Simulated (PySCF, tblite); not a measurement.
**C₅H₉OPSi: geometry, infrared bands and NMR shifts**

Aim: predict the infrared bands and NMR shifts of C₅H₉OPSi (`C#C[C@@H]1CCO[Si@@H]1P`).

The runs use tblite 0.8.0 and PySCF 2.14.0, with density-fitted response routines of our own; the level of theory stands in each step. All values are computed, except where a source is named. Atoms count from 0, in the outputs and in this text.

## Step 1: The molecule as given

17 atoms, charge 0, multiplicity 1; geometry from: force field or distance geometry start.

Bonds of the start (Å): C0–C1 1.21, C1–C2 1.47, C2–C3 1.50, C3–C4 1.51, C4–O5 1.40, O5–Si6 1.75, Si6–P7 2.17, Si6–C2 1.87, C0–H8 1.08, C2–H9 1.09, C3–H10 1.11, C3–H11 1.11, C4–H12 1.11, C4–H13 1.09, Si6–H14 1.45, P7–H15 1.44, P7–H16 1.47.

## Step 2: Relaxing the molecule with GFN2-xTB

Job settings and geometry (Å):

```
{"job": {"kind": "relax", "xc": "GFN2-xTB", "basis": "xTB"}, "charge": 0, "multiplicity": 1}
C     -1.514900     2.398200    -0.009300
C     -0.985100     1.387600    -0.406000
C     -0.336300     0.150400    -0.875700
C     -1.243300    -0.979300    -0.487800
C     -0.497700    -1.925400     0.425400
O      0.206000    -1.153900     1.356000
Si     1.142500    -0.227800     0.204100
P      2.116900     1.518900     1.052100
H     -2.012500     3.290600     0.326800
H     -0.105500     0.189900    -1.944700
H     -2.145400    -0.604600     0.033900
H     -1.518300    -1.544000    -1.400400
H      0.291300    -2.434000    -0.168000
H     -1.115100    -2.643600     0.964200
H      2.048100    -1.187500    -0.402800
H      2.189700     2.658500     0.173100
H      3.472800     1.118000     1.448100
```

Launch:

```console
> OMP_NUM_THREADS=1 python probes_run.py task.json out
```

The driver reads the jobs from task.json and runs them one after another.

**Question.** This job is followed by: GFN2-xTB harmonic vibrations, gas phase; GIAO PBE0/pcSseg-1 NMR shielding, non-relativistic, gas phase. What will the session give for the following? strongest single infrared mode (GFN2-xTB); zero-point energy (GFN2-xTB); 13C shifts against TMS (PBE0/pcSseg-1); 1H shifts against TMS (PBE0/pcSseg-1, means over atoms taken as alike); 17O shifts against H2O (PBE0/pcSseg-1); 29Si shifts against TMS (PBE0/pcSseg-1); 31P shifts against H3PO4 (PBE0/pcSseg-1).

The runs gave:

| quantity | value |
| --- | --- |
| strongest single infrared mode (GFN2-xTB) | 2187 cm⁻¹, 300 km/mol |
| zero-point energy (GFN2-xTB) | 76.7 kcal/mol |
| 13C shifts against TMS (PBE0/pcSseg-1) | 89.2, 74.6, 72.3, 38.6, 19.2 ppm |
| 1H shifts against TMS (PBE0/pcSseg-1, means over atoms taken as alike) | 5.73, 4.49, 3.80, 2.28, 2.25, 2.01, 1.45, 1.14 ppm |
| 17O shifts against H2O (PBE0/pcSseg-1) | 49.9 ppm |
| 29Si shifts against TMS (PBE0/pcSseg-1) | 25.2 ppm |
| 31P shifts against H3PO4 (PBE0/pcSseg-1) | -297.7 ppm |

What this shows: Relaxing lowered the energy by 1.451 eV in 127 steps; the close pair that moved most is O5–Si6, from 1.750 to 1.634 Å. No mode is imaginary among the 45: a minimum at this level. The strongest single mode, at 2187 cm⁻¹, moves mainly H14. Unscaled tight-binding wavenumbers are off by several per cent, some by more. Its intensities can rank the bands wrongly. At PBE0/pcSseg-1: Shielding is most anisotropic at C1 (span 297 ppm, paramagnetic term -161 ppm).
